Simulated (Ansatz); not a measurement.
# CH8AlBNP: one species, many methods

The task here is to estimate one member of a computed series from the others.

Computed with Ansatz 0.2.0, Gaussian basis. Level: functionals in def2-TZVPP, the program's frozen cores in correlated methods.

Plan: LDA (SPW92), PBE-D4, revPBE-D4, BLYP-D4, r2SCAN-D4, B97M-V, PBE0-D4, B3LYP-D4, r2SCANh-D4, r2SCAN0-D4, HSE06-D4, BHLYP-D4, CAM-B3LYP-D4, LC-ωPBE, ωB97X-V, ωB97M-V, B2PLYP, PBE-QIDH; CCSD(T)/def2-SVP; CCSD(T)/def2-TZVPP; MP2/def2-QZVPP; extrapolation to the limit; RPA on PBE.

## The geometry

All runs share one geometry, relaxed beforehand with PBE0-D4 in a triple-zeta def2 set.

SMILES `C[B]([AlH2])NP`, 13 atoms, charge 0, spin multiplicity 1.

Atoms are counted from 1 here; the program's logs count them from 0.

Bond lengths: C1–B2 1.569 Å, C1–H6 1.093 Å, C1–H7 1.098 Å, C1–H8 1.095 Å, B2–Al3 2.156 Å, B2–N4 1.413 Å, Al3–H9 1.596 Å, Al3–H10 1.603 Å, N4–P5 1.737 Å, N4–H11 1.009 Å, P5–H12 1.421 Å, P5–H13 1.421 Å. Angles: B2–C1–H6 115.5°, B2–C1–H7 109.0°, B2–C1–H8 111.0°, H6–C1–H7 107.6°, H6–C1–H8 108.4°, H7–C1–H8 104.8°, C1–B2–Al3 123.8°, C1–B2–N4 121.5°, Al3–B2–N4 114.7°, B2–Al3–H9 125.1°, B2–Al3–H10 118.5°, H9–Al3–H10 116.5°, B2–N4–P5 131.7°, B2–N4–H11 117.8°, P5–N4–H11 110.6°, N4–P5–H12 99.6°, N4–P5–H13 99.7°, H12–P5–H13 92.7°.

The first run:

The input, in.yaml:

```yaml
crystal:
  periodic: [false, false, false]
  atoms:
    - {symbol: C, position_ang: [-1.206742, 0.442814, -0.717406]}
    - {symbol: B, position_ang: [0.014673, -0.322283, -0.097294]}
    - {symbol: Al, position_ang: [0.500274, -2.373191, -0.551117]}
    - {symbol: N, position_ang: [0.901246, 0.309576, 0.803323]}
    - {symbol: P, position_ang: [0.940564, 1.923822, 1.442942]}
    - {symbol: H, position_ang: [-1.404170, 1.432808, -0.297288]}
    - {symbol: H, position_ang: [-1.041053, 0.566742, -1.795539]}
    - {symbol: H, position_ang: [-2.122160, -0.153093, -0.641640]}
    - {symbol: H, position_ang: [-0.334469, -3.317829, -1.530258]}
    - {symbol: H, position_ang: [1.794662, -3.021810, 0.136645]}
    - {symbol: H, position_ang: [1.675908, -0.231797, 1.158101]}
    - {symbol: H, position_ang: [0.714569, 2.657862, 0.247918]}
    - {symbol: H, position_ang: [-0.412903, 2.051579, 1.856313]}
basis:
  gaussian: {orbitals: def2-TZVPP}
hamiltonian: {xc: lda}
output: {orbitals: {seedname: orbitals}}
```

The run is started by

```bash
ansatz run in.yaml --threads 4 --pin off --events-out ev --progress --plain --max-ram 10444MiB
```

Steps of the session up to this table: LDA; PBE-D4 (GGA); revPBE-D4 (GGA); BLYP-D4 (GGA); r2SCAN-D4 (meta-GGA); B97M-V (meta-GGA); B3LYP-D4 (hybrid); r2SCANh-D4 (hybrid); r2SCAN0-D4 (hybrid); HSE06-D4 (hybrid); BHLYP-D4 (hybrid); CAM-B3LYP-D4 (range-separated); LC-ωPBE (range-separated); ωB97X-V (range-separated); ωB97M-V (range-separated); B2PLYP (double hybrid); PBE-QIDH (double hybrid).

One table of the session follows, with a row left open; its other results are not shown here.

It belongs to the step «Orbital energies across the functionals». 

```
  functional  HOMO (eV)  LUMO (eV)  gap (eV)
 LDA (SPW92)      -5.77      -2.98      2.79
      PBE-D4      -5.68      -2.77      2.91
   revPBE-D4      -5.63      -2.67      2.96
     BLYP-D4      -5.55      -2.62      2.93
   r2SCAN-D4      -5.89      -2.56      3.33
      B97M-V          ?          ?         ?
     PBE0-D4      -6.78      -1.99      4.80
    B3LYP-D4      -6.60      -2.16      4.44
  r2SCANh-D4      -6.30      -2.28      4.02
  r2SCAN0-D4      -6.92      -1.87      5.05
    HSE06-D4      -6.39      -2.36      4.03
    BHLYP-D4      -7.82      -1.16      6.66
CAM-B3LYP-D4      -8.08      -0.99      7.09
     LC-ωPBE      -9.39       0.07      9.46
     ωB97X-V      -9.06      -0.04      9.02
     ωB97M-V      -8.85      -0.27      8.57
```

Q: Estimate the row for B97M-V from the others.

The run gave: HOMO (eV): -5.96; LUMO (eV): -2.72; gap (eV): 3.24. In the column «HOMO (eV)» it lies between r2SCANh-D4 (-6.30) and r2SCAN-D4 (-5.89).
